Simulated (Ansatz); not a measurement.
# C2H3BO2: small, medium and large basis sets

Aim: see how fast density functionals converge with the basis set for C2H3BO2.

The runs use Ansatz 0.2.0, Gaussian basis; one geometry, several basis sets.

The runs, in order: PBE0-D4/def2-SVP; ωB97M-V/def2-SVP; PBE0-D4/def2-QZVPP; ωB97M-V/def2-QZVPP; the functionals' def2-TZVPP values are taken from earlier runs.

### 1 The geometry

All runs share one geometry, relaxed beforehand with PBE0-D4/def2-TZVP.

8 atoms, charge 0, spin multiplicity 1.

Atoms are counted from 1 here; the program's logs count them from 0.

Bond lengths: O1–C2 1.203 Å, C2–B3 1.534 Å, C2–C4 1.455 Å, B3–C4 1.651 Å, B3–O5 1.559 Å, B3–H6 1.182 Å, C4–O5 1.478 Å, C4–H7 1.081 Å, O5–H8 0.965 Å. Angles: O1–C2–B3 148.9°, O1–C2–C4 135.9°, B3–C2–C4 67.0°, C2–B3–C4 54.2°, C2–B3–O5 94.2°, C2–B3–H6 146.3°, C4–B3–O5 54.7°, C4–B3–H6 137.6°, O5–B3–H6 118.1°, C2–C4–B3 58.8°, C2–C4–O5 101.2°, C2–C4–H7 144.0°, B3–C4–O5 59.5°, B3–C4–H7 140.2°, O5–C4–H7 114.7°, B3–O5–C4 65.8°, B3–O5–H8 114.4°, C4–O5–H8 110.1°.

### 2 PBE0-D4 in def2-SVP

Contents of in.yaml:

```yaml
crystal:
  periodic: [false, false, false]
  atoms:
    - {symbol: O, position_ang: [1.240774, -1.645265, 1.003246]}
    - {symbol: C, position_ang: [0.523307, -0.781337, 0.571059]}
    - {symbol: B, position_ang: [0.051856, 0.678199, 0.614625]}
    - {symbol: C, position_ang: [0.209541, -0.245648, -0.744729]}
    - {symbol: O, position_ang: [-1.050629, 0.474993, -0.468472]}
    - {symbol: H, position_ang: [0.301629, 1.782725, 0.953804]}
    - {symbol: H, position_ang: [0.558819, -0.170287, -1.764458]}
    - {symbol: H, position_ang: [-1.743096, -0.150479, -0.220873]}
basis:
  gaussian: {orbitals: def2-SVP}
hamiltonian: {xc: pbe0, dispersion: d4}
output: {orbitals: {seedname: orbitals}}
```

Launch:

```sh
$ ansatz run in.yaml --threads 2 --pin off --events-out ev --progress --plain --max-ram 4352MiB
```

The runs that follow: ωB97M-V in def2-SVP; PBE0-D4 in def2-QZVPP; ωB97M-V in def2-QZVPP.

Q: Predict the results of all the runs planned. Wanted: PBE0-D4: double and triple zeta above quadruple; ωB97M-V: double and triple zeta above quadruple.

The runs gave:

| quantity | value |
| --- | --- |
| PBE0-D4: double and triple zeta above quadruple | 8.29, 0.37 eV |
| ωB97M-V: double and triple zeta above quadruple | 8.50, 0.35 eV |

**Reading.** For PBE0-D4 the step from double to triple zeta gains 7.92 eV and the next only 0.37 eV. These are total energies; as a rule much of such shifts cancels in differences, which this series doesn't test. The LUMO of ωB97M-V is positive and keeps falling with the basis (1.34 to 0.48 eV): an unbound level that the basis holds in place.
